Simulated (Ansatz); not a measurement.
# C₂H₃BrFI: one species, many methods

Aim: compute C₂H₃BrFI with functionals from several rungs and with coupled cluster. The yardstick is the atomisation energy at the CCSD(T) limit.

The runs use Ansatz 0.2.0, Gaussian basis; functionals in def2-TZVPP, the program's frozen cores in correlated methods.

The runs, in order: LDA (SPW92), PBE-D4, revPBE-D4, BLYP-D4, r2SCAN-D4, B97M-V, PBE0-D4, B3LYP-D4, r2SCANh-D4, r2SCAN0-D4, HSE06-D4, BHLYP-D4, CAM-B3LYP-D4, LC-ωPBE, ωB97X-V, ωB97M-V, B2PLYP, PBE-QIDH; CCSD(T)/def2-SVP; CCSD(T)/def2-TZVPP; MP2/def2-QZVPP; extrapolation to the limit; RPA on PBE.

**1. The geometry**

An earlier PBE0-D4 in a triple-zeta def2 set relaxation fixed the geometry. I takes the def2 core potential; no spin-orbit term is included.

SMILES `FCC(Br)I`, 8 atoms, charge 0, spin multiplicity 1.

Atoms are counted from 1 here; the program's logs count them from 0.

Bond lengths: F1–C2 1.374 Å, C2–C3 1.509 Å, C2–H6 1.092 Å, C2–H7 1.095 Å, C3–Br4 1.930 Å, C3–I5 2.134 Å, C3–H8 1.086 Å. Angles: F1–C2–C3 109.8°, F1–C2–H6 109.1°, F1–C2–H7 108.3°, C3–C2–H6 110.9°, C3–C2–H7 109.0°, H6–C2–H7 109.7°, C2–C3–Br4 107.9°, C2–C3–I5 111.8°, C2–C3–H8 111.9°, Br4–C3–I5 112.5°, Br4–C3–H8 106.9°, I5–C3–H8 105.8°.

As a file:

```xyz
8
charge 0, multiplicity 1
F    -0.56381    1.23852    1.21001
C     0.33402    0.34948    0.67115
C    -0.31212   -0.40487   -0.46502
Br    0.93358   -1.74958   -1.06807
I    -0.92829    0.90192   -2.03572
H     1.21480    0.89569    0.32576
H     0.62343   -0.36175    1.45147
H    -1.20952   -0.92660   -0.14528
```

**2. LDA**

This LDA is Slater exchange with PW92 correlation.

in.yaml reads:

```yaml
crystal:
  periodic: [false, false, false]
  atoms:
    - {symbol: F, position_ang: [-0.563806, 1.238522, 1.210007]}
    - {symbol: C, position_ang: [0.334016, 0.349483, 0.671151]}
    - {symbol: C, position_ang: [-0.312118, -0.404872, -0.465017]}
    - {symbol: Br, position_ang: [0.933583, -1.749579, -1.068073]}
    - {symbol: I, position_ang: [-0.928292, 0.901915, -2.035715]}
    - {symbol: H, position_ang: [1.214803, 0.895686, 0.325755]}
    - {symbol: H, position_ang: [0.623434, -0.361752, 1.451470]}
    - {symbol: H, position_ang: [-1.209520, -0.926602, -0.145278]}
basis:
  gaussian: {orbitals: def2-TZVPP}
hamiltonian: {xc: lda}
output: {orbitals: {seedname: orbitals}}
```

Further steps of the session: PBE-D4 (GGA); revPBE-D4 (GGA); BLYP-D4 (GGA); r2SCAN-D4 (meta-GGA); B97M-V (meta-GGA); PBE0-D4 (hybrid); B3LYP-D4 (hybrid); r2SCANh-D4 (hybrid); r2SCAN0-D4 (hybrid); HSE06-D4 (hybrid); BHLYP-D4 (hybrid); CAM-B3LYP-D4 (range-separated); LC-ωPBE-D4 (range-separated); ωB97X-V (range-separated); ωB97M-V (range-separated); B2PLYP (double hybrid); PBE-QIDH (double hybrid); CCSD(T) in def2-SVP; CCSD(T) in def2-TZVPP; MP2 in def2-QZVPP; RPA on PBE orbitals.

**Question.** What will the summary of the whole plan be? Wanted: atomisation energy, CCSD(T)/CBS; farthest beyond LDA; mean size of error, GGA; mean size of error, meta-GGA; mean size of error, hybrid; mean size of error, range-separated; mean size of error, double hybrid; gap, smallest and largest; T1 diagnostic.

**Answer**, as computed:

```
                               quantity                                                                         value
        atomisation energy, CCSD(T)/CBS                                                                     27.878 eV
    functionals within 0.279 eV (1.0 %)  revPBE-D4, BLYP-D4, r2SCAN-D4, PBE0-D4, HSE06-D4, ωB97X-V, ωB97M-V, PBE-QIDH
                    farthest beyond LDA                                                          BHLYP-D4 (-1.453 eV)
                mean size of error, GGA                                                                      0.377 eV
           mean size of error, meta-GGA                                                                      0.170 eV
             mean size of error, hybrid                                                                      0.495 eV
    mean size of error, range-separated                                                                      0.304 eV
      mean size of error, double hybrid                                                                      0.405 eV
              gap, smallest and largest                                         3.90 eV (BLYP-D4), 10.91 eV (LC-ωPBE)
                          T1 diagnostic                                                                        0.0089
triples share of the correlation energy                                                                         3.2 %
```

What this shows: LDA overbinds by 4.914 eV (18 %). PBE-D4 is off by +0.847 eV. Double hybrids carry the basis error of their MP2 part in triple zeta, and no dispersion term here, so their miss is partly the set-up's. Taken by rung, meta-GGA functionals do best (0.170 eV on average) and hybrid ones worst beyond LDA (0.495 eV). The gap between the best rungs is small, so their order is not settled. The mean of the hybrids holds BHLYP, with half exact exchange. The reference freezes the cores and leaves out spin-orbit coupling and excitations past (T), and its outer-core shells are covered unevenly, so misses under about 0.279 eV can't be ranked. All levels share the lack of spin-orbit coupling, which lowers the free heavy atoms and so the true binding. Hartree-Fock recovers 68 % of the binding; the rest is correlation. CCSD(T) in def2-SVP is off by -1.855 eV, which most functionals beat. The gap grows from 3.9 to 10.9 eV across the functionals, mostly with the share of exact exchange. Correlated methods include outer-core shells of Br, I, which these sets cover unevenly.
